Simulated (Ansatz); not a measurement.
# AsH6NSi: the cost of one run

All numbers are computed with Ansatz 0.2.0, driven from Python. Level of theory: r2SCAN0/def2-SVPD.

## Step 1: The system

Bond lengths: N1–As2 1.844 Å, As2–Si3 2.312 Å, N1–H4 1.007 Å, N1–H5 1.098 Å, As2–H6 1.576 Å, Si3–H7 1.531 Å, Si3–H8 1.429 Å, Si3–H9 1.495 Å. Angles: N1–As2–Si3 90.4°, N1–As2–H6 92.9°, Si3–As2–H6 93.0°, As2–N1–H4 106.9°, As2–N1–H5 107.6°, H4–N1–H5 102.9°, As2–Si3–H7 108.1°, As2–Si3–H8 109.8°, As2–Si3–H9 110.3°, H7–Si3–H8 107.9°, H7–Si3–H9 107.2°, H8–Si3–H9 113.3°.

No structure file is read: the coordinates are typed or built in the script.

## Step 2: The script

run_bde.py reads:

```python
# -*- coding: utf-8 -*-
import ansatz as az
from ase import Atoms


def total_energy(molecule, charge=0, unpaired=0):
    calc = molecule.calculation().basis(gaussian="def2-SVPD").functional("r2scan0")
    if charge:
        calc = calc.charge(charge)
    if unpaired:
        calc = calc.spin("collinear", total=unpaired)
    return calc.run().report["free_energy_ev"]

def without(molecule, index):
    rest = az.Crystal.molecule()
    for i, site in enumerate(molecule.cartesian_sites):
        if i != index:
            rest = rest.atom(site.symbol, site.position_ang)
    return rest

atoms = Atoms(["N", "As", "Si", "H", "H", "H", "H", "H", "H"], positions=[
    (-1.0763, 0.8957, -0.7905),
    (0.7529, 0.6599, -0.7804),
    (0.5348, -1.0872, 0.7178),
    (-1.4535, 0.2349, -1.4506),
    (-1.2834, 1.8633, -1.2673),
    (0.9637, 1.7232, 0.3641),
    (1.922, -1.4107, 1.2782),
    (0.0523, -2.2493, 0.0406),
    (-0.324, -0.6761, 1.871),
])
molecule = az.Crystal.molecule_from_ase(atoms)

whole = total_energy(molecule, 0)
hydrogen = total_energy(az.Crystal.molecule().atom("H", (0, 0, 0)), 0, 1)
print(f"E(molecule) = {whole:.5f} eV, E(H) = {hydrogen:.5f} eV")
for index in [4, 5, 8]:
    radical = total_energy(without(molecule, index), 0, 1)
    print(f"H{index}: homolysis {23.060548 * (radical + hydrogen - whole):.1f} kcal/mol")
    anion = total_energy(without(molecule, index), -1)
    print(f"H{index}: loss of a proton {23.060548 * (anion - whole):.1f} kcal/mol")
```

## Step 3: What the engine is handed

The engine receives this input (first run):

```yaml
crystal:
  periodic: [false, false, false]
  atoms:
    - { symbol: "N", position_ang: [-1.0763, 0.8957, -0.7905] }
    - { symbol: As, position_ang: [0.7529, 0.6599, -0.7804] }
    - { symbol: Si, position_ang: [0.5348, -1.0872, 0.7178] }
    - { symbol: H, position_ang: [-1.4535, 0.2349, -1.4506] }
    - { symbol: H, position_ang: [-1.2834, 1.8633, -1.2673] }
    - { symbol: H, position_ang: [0.9637, 1.7232, 0.3641] }
    - { symbol: H, position_ang: [1.922, -1.4107, 1.2782] }
    - { symbol: H, position_ang: [0.0523, -2.2493, 0.0406] }
    - { symbol: H, position_ang: [-0.324, -0.6761, 1.871] }
basis:
  gaussian:
    orbitals: def2-SVPD
hamiltonian:
  xc: r2scan0
```

## Step 4: Running it

Launch:

```console
python run_bde.py
```

What time and memory should one allow on 1 thread of Intel Xeon 6975P-C (Granite Rapids), shared host?

About 38 s, with a peak of 0.5 GiB.
